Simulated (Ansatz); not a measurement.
# RPA@PBE0/def2-SVP (core potential) run of InSi2H7 (SMILES [SiH3][SiH2][InH2])

Aim: the energy change on altering one bond length of InSi2H7 at RPA@PBE0/def2-SVP (core potential), from 2 runs. 

The calculation is run with Ansatz 0.2.0.

54 further runs of the same task are left out: 54 set aside as unsound or not needed.

### 1 The structure to begin with

The species is InSi2H7 (10 atoms), meant as a singlet with charge 0. As SMILES, `[SiH3][SiH2][InH2]`. The coordinates come from a PBE0-D4/def2-TZVP relaxation.

Bond lengths: Si1–Si2 2.339 Å, Si2–In3 2.571 Å, Si1–H4 1.488 Å, Si1–H5 1.489 Å, Si1–H6 1.489 Å, Si2–H7 1.491 Å, Si2–H8 1.492 Å, In3–H9 1.728 Å, In3–H10 1.728 Å. Some angles: Si1–Si2–In3 110.2°, Si1–Si2–H7 108.2°, Si1–Si2–H8 107.8°, In3–Si2–H7 111.9°, In3–Si2–H8 111.1°, Si2–Si1–H4 112.1°, Si2–Si1–H5 109.8°, Si2–Si1–H6 109.8°, Si2–In3–H9 121.0°, Si2–In3–H10 120.2°.

### 2 A single-point energy at RPA@PBE0/def2-SVP (core potential)

File input.yaml:

```yaml
crystal:
  periodic: [false, false, false]
  atoms:
    - symbol: Si
      position_ang: [-1.450900, 0.732300, -0.821600]
    - symbol: Si
      position_ang: [0.023100, -0.982700, -0.222400]
    - symbol: In
      position_ang: [1.884800, -0.062700, 1.293100]
    - symbol: H
      position_ang: [-2.541100, 0.248700, -1.711500]
    - symbol: H
      position_ang: [-0.707700, 1.812100, -1.527500]
    - symbol: H
      position_ang: [-2.065700, 1.320500, 0.400500]
    - symbol: H
      position_ang: [-0.761300, -2.056900, 0.451800]
    - symbol: H
      position_ang: [0.588700, -1.557900, -1.477300]
    - symbol: H
      position_ang: [1.761400, -0.160900, 3.013900]
    - symbol: H
      position_ang: [3.268800, 0.707500, 0.601100]
basis:
  gaussian:
    orbitals: def2-SVP
correlation:
  method: rpa
  frozen_orbitals: {H: 0, In: 4, Si: 5}
hamiltonian:
  xc: {name: PBE0}
accuracy: high
```

The run is started by

```console
$ ansatz run input.yaml --threads 1 --pin off --max-ram 3480MiB --events-out events.jsonl --progress --plain --runs-dir runs
```

Output:

```text
Warning: RAYON_NUM_THREADS=1 ignored (pool sized by the plan → 1); use --threads N
Functional definition: PBE0
  name "PBE0"
  parameter a = 0.25
  parameter kappa = 0.804
  parameter beta = 0.06672455060314922
  exchange = (1 - a)*pbe_x(kappa = kappa, mu = beta*pi^2/3) + a*exact_x
  correlation = pbe_c(beta = beta)
2240 factors; integrals over basis functions are off by at most 8.6e-9 eV
mean field evaluation 1: about -21029.5519 eV, gradient 1.4e1 eV
mean field evaluation 2: about -21029.6750 eV, gradient 1.4e1 eV
mean field evaluation 4: about -21030.3622 eV, gradient 1.7e0 eV
mean field evaluation 8: about -21030.3718 eV, gradient 7.9e-2 eV
mean field evaluation 16: about -21030.3719 eV, gradient 3.5e-6 eV
mean field -21030.37185559 eV, -772.8519107951 hartree, gradient 4.2e-8 eV, S^2 0.000000; 0 other end points of the search recorded, 0 dependent functions left out
14 core orbitals not correlated: weight in the atoms' cores, before any rotation towards them, 1.000 or more for the frozen orbitals, at most 0.000 for the correlated occupied ones
reference -20977.41443603 eV, -770.9057615220 hartree; 14, 14 occupied and 69, 69 virtual orbitals, 2240 factors
Total energy: -20992.22874062 eV, -771.4501771739 hartree
```

Wall time 20 s (1 thread of Arm Neoverse V1, shared host); peak memory 0.48 GiB.

### 3 The distorted shape at the same level

File run.yaml:

```yaml
crystal:
  periodic: [false, false, false]
  atoms:
    - {symbol: Si, position_ang: [-1.413881, 0.761759, -1.337825]}
    - {symbol: Si, position_ang: [0.060119, -0.953241, -0.738625]}
    - {symbol: In, position_ang: [1.921819, -0.033241, 0.776875]}
    - {symbol: H, position_ang: [-2.504081, 0.278159, -2.227725]}
    - {symbol: H, position_ang: [-0.670681, 1.841559, -2.043725]}
    - {symbol: H, position_ang: [-2.028681, 1.349959, -0.115725]}
    - {symbol: H, position_ang: [-0.724281, -2.027441, -0.064425]}
    - {symbol: H, position_ang: [0.625719, -1.528441, -1.993525]}
    - {symbol: H, position_ang: [1.761400, -0.160900, 3.013900]}
    - {symbol: H, position_ang: [3.305819, 0.736959, 0.084875]}
basis:
  gaussian:
    orbitals: def2-SVP
hamiltonian:
  xc: pbe0
correlation:
  method: rpa
  frozen_orbitals: {H: 0, In: 4, Si: 5}
accuracy: high
```

The run is started by

```console
$ ansatz run run.yaml --threads 1 --pin off --max-ram 3480MiB --events-out events.jsonl --progress --plain --runs-dir runs
```

Output (excerpt; [...] marks lines left out):

```text
Warning: RAYON_NUM_THREADS=1 ignored (pool sized by the plan → 1); use --threads N
Functional definition: PBE0
  name "PBE0"
[...]
2232 factors; integrals over basis functions are off by at most 8.0e-9 eV
[...]
mean field -21029.53848924 eV, -772.8212851464 hartree, gradient 2.9e-8 eV, S^2 0.000000; 0 other end points of the search recorded, 0 dependent functions left out
14 core orbitals not correlated: weight in the atoms' cores, before any rotation towards them, 1.000 or more for the frozen orbitals, at most 0.000 for the correlated occupied ones
reference -20976.48130268 eV, -770.8714695038 hartree; 14, 14 occupied and 69, 69 virtual orbitals, 2232 factors
Total energy: -20991.38817917 eV, -771.4192871104 hartree
```

Wall time 20 s (1 thread of Arm Neoverse V1, shared host); peak memory 0.48 GiB.

### 4 Outcome

Level: RPA@PBE0/def2-SVP (core potential), 14 core orbitals frozen.

```
                                                          quantity          value
                                         first shape: total energy  -771.45018 Eh
                     first shape: RPA correlation energy (valence)     -544.4 mEh
                                     distorted shape: total energy  -771.41929 Eh
                 distorted shape: RPA correlation energy (valence)     -547.8 mEh
energy change with the In3–H9 bond stretched from 1.728 to 2.246 Å       0.841 eV
```

What this shows: With the In3–H9 bond stretched from 1.728 to 2.246 Å the energy rises by 0.84 eV (19.4 kcal/mol). The first shape isn't relaxed at this level, so the change isn't measured from a minimum.
